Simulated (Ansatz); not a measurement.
# CH7NSn: the cost of one run

Computed with the Python package of Ansatz 0.2.0. Level of theory: Hartree-Fock/def2-SVP.

## (1) The system

Bond lengths: N1–C2 1.449 Å, C2–Sn3 2.121 Å, N1–H4 0.985 Å, N1–H5 1.111 Å, C2–H6 1.129 Å, C2–H7 1.089 Å, Sn3–H8 1.703 Å, Sn3–H9 1.815 Å, Sn3–H10 1.762 Å. Angles (14 of 15 angles, heavy atoms first): N1–C2–Sn3 106.9°, N1–C2–H6 110.2°, N1–C2–H7 113.4°, Sn3–C2–H6 109.4°, Sn3–C2–H7 108.6°, C2–N1–H4 108.7°, C2–N1–H5 105.4°, C2–Sn3–H8 111.5°, C2–Sn3–H9 109.7°, C2–Sn3–H10 110.2°, H6–C2–H7 108.2°, H4–N1–H5 105.1°, H8–Sn3–H9 109.6°, H8–Sn3–H10 108.5°.

The script holds or builds the structure itself.

## (2) The script

The input, ch7nsn.py:

```python
# -*- coding: utf-8 -*-
'''Potential curve of CH7NSn along one bond.'''

import ansatz as az
from ase import Atoms
import matplotlib.pyplot as plt
import numpy as np

BASIS = 'def2-SVP'
FUNCTIONAL = 'hf'

atoms = Atoms(['N', 'C', 'Sn', 'H', 'H', 'H', 'H', 'H', 'H', 'H'], positions=[
    [-0.5904, 0.2382, -1.4347],
    [-0.3514, 0.7283, -0.0927],
    [0.8341, -0.7269, 0.8947],
    [-1.167, -0.5583, -1.3826],
    [-1.2146, 1.0153, -1.9256],
    [0.2093, 1.707, -0.1289],
    [-1.2644, 0.8796, 0.4819],
    [0.042, -2.2327, 0.9683],
    [1.2208, -0.1613, 2.5753],
    [2.3645, -0.9403, 0.0474],
])
geometry = az.Crystal.molecule_from_ase(atoms)

symbols = [site.symbol for site in geometry.cartesian_sites]
start = np.array([site.position_ang for site in geometry.cartesian_sites])
axis = (start[2] - start[1]) / np.linalg.norm(start[2] - start[1])
moving = [2, 7, 8, 9]
lengths, energies = [1.866, 1.951, 2.036, 2.121, 2.206, 2.291, 2.375, 2.503], []
for length in lengths:
    xyz = start.copy()
    xyz[moving] += (length - np.linalg.norm(start[2] - start[1])) * axis
    point = az.Crystal.molecule()
    for symbol, place in zip(symbols, xyz):
        point = point.atom(symbol, place.tolist())
    job = point.calculation().basis(gaussian=BASIS).functional(FUNCTIONAL)
    r = job.run().report
    energies.append(r['free_energy_ev'])
    print(f'r = {length:6.3f} A  E = {energies[-1]:.5f} eV  <S^2> = {abs(r["mean_field"]["state"]["spin_squared"]):.3f}')

# quartic fit about the minimum
fit = np.polynomial.Polynomial.fit(lengths, np.array(energies) - min(energies), 4).convert()
roots = [r.real for r in fit.deriv().roots() if abs(r.imag) < 1e-9 and fit.deriv(2)(r.real) > 0]
r_e = min(roots, key=lambda r: abs(r - lengths[int(np.argmin(energies))]))
print(f'minimum of the fit at {r_e:.4f} A, force constant {fit.deriv(2)(r_e):.2f} eV/A^2')
plt.figure(figsize=(4.5, 3))
plt.plot(lengths, np.array(energies) - min(energies), 'o-')
plt.xlabel('bond length (A)')
plt.ylabel('E - E(min) (eV)')
plt.tight_layout()
plt.savefig('scan.png', dpi=100)
```

## (3) The input behind the calls

The package turns the script's settings into the engine's input (first run):

```yaml
crystal:
  periodic: [false, false, false]
  atoms:
    - { symbol: "N", position_ang: [-0.5904, 0.2382, -1.4347] }
    - { symbol: C, position_ang: [-0.3514, 0.7283, -0.0927] }
    - { symbol: Sn, position_ang: [0.6916488015082806, -0.5520413040530155, 0.7760527512520256] }
    - { symbol: H, position_ang: [-1.167, -0.5583, -1.3826] }
    - { symbol: H, position_ang: [-1.2146, 1.0153, -1.9256] }
    - { symbol: H, position_ang: [0.2093, 1.707, -0.1289] }
    - { symbol: H, position_ang: [-1.2644, 0.8796, 0.4819] }
    - { symbol: H, position_ang: [-0.10045119849171938, -2.0578413040530155, 0.8496527512520256] }
    - { symbol: H, position_ang: [1.0783488015082807, 0.013558695946984445, 2.4566527512520255] }
    - { symbol: H, position_ang: [2.2220488015082807, -0.7654413040530156, -0.07124724874797447] }
basis:
  gaussian:
    orbitals: def2-SVP
hamiltonian:
  xc: hf
```

## (4) The run

Run with:

```bash
$ python ch7nsn.py
```

Q: Estimate wall time and peak memory on 1 thread of Arm Neoverse V1, shared host.

About 11 s, with a peak of 0.27 GiB.
